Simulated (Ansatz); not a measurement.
# BaZnF2: the cost of one run

Computed with Ansatz 0.2.0 (DFT PBE, scalar-relativistic, plane waves, PAW, unless a step's input says otherwise).

**1. The system as given**

The structure is tetragonal, space group P4/mmm (No. 123). Conventional cell: a = 3.096 Å, b = 3.096 Å, c = 8.991 Å, α = 90.00°, β = 90.00°, γ = 90.00°. Ba (site symmetry 4/mmm) is surrounded by 2 F at 2.71 Å and 4 Ba at 3.10 Å. Zn (site symmetry 4/mmm) has 2 F at 1.78 Å as nearest neighbours. F (site symmetry 4mm) is surrounded by 1 Zn at 1.78 Å.

As a file:

```cif
data_structure
_symmetry_space_group_name_H-M 'P 1'
_symmetry_Int_Tables_number 1
_cell_length_a 3.0963
_cell_length_b 3.0963
_cell_length_c 8.9915
_cell_angle_alpha 90.000
_cell_angle_beta 90.000
_cell_angle_gamma 90.000
_cell_volume 86.20
loop_
_atom_site_label
_atom_site_type_symbol
_atom_site_fract_x
_atom_site_fract_y
_atom_site_fract_z
_atom_site_occupancy
Ba1 Ba 0.00000 0.00000 0.00000 1
Zn1 Zn 0.00000 0.00000 0.50000 1
F1 F 0.00000 0.00000 0.30156 1
F2 F 0.00000 0.00000 0.69844 1
```

The cell is invented: random cell by space group and Wyckoff sites (P4/mmm, No. 123). Lengths come from tabulated atomic sizes and are only a guess.

**2. Probe: one point on a coarse mesh**

Input file input.yaml:

```yaml
crystal:
  lattice:
    - [3.09633951, 0.0, 0.0]
    - [0.0, 3.09633951, 0.0]
    - [0.0, 0.0, 8.99145701]
  atoms:
    - { symbol: Ba, position: [0.0, 0.0, 0.0] }
    - { symbol: Zn, position: [0.0, 0.0, 0.5] }
    - { symbol: F, position: [0.0, 0.0, 0.30155824] }
    - { symbol: F, position: [0.0, 0.0, 0.69844176] }
basis:
  ecutwfc: 420
kpoints:
  mp_grid: { grid: [6, 6, 2] }
hamiltonian:
  xc: pbe
scf:
  occupations: { method: gaussian, width: 0.1 }
  lower_state_search: "off"
output:
  forces: true
  stress: true
  eigenvalues: true
```

On the command line:

```
$ ansatz run input.yaml --threads 1 --pin off --max-ram 2560MiB --backend cpu --events-out ev --progress --plain --runs-dir out
```

**Question.** How long does this run take on 1 thread of Arm Neoverse V1, shared host, and how much memory does it need?

About 3 s, with a peak of 0.36 GiB.
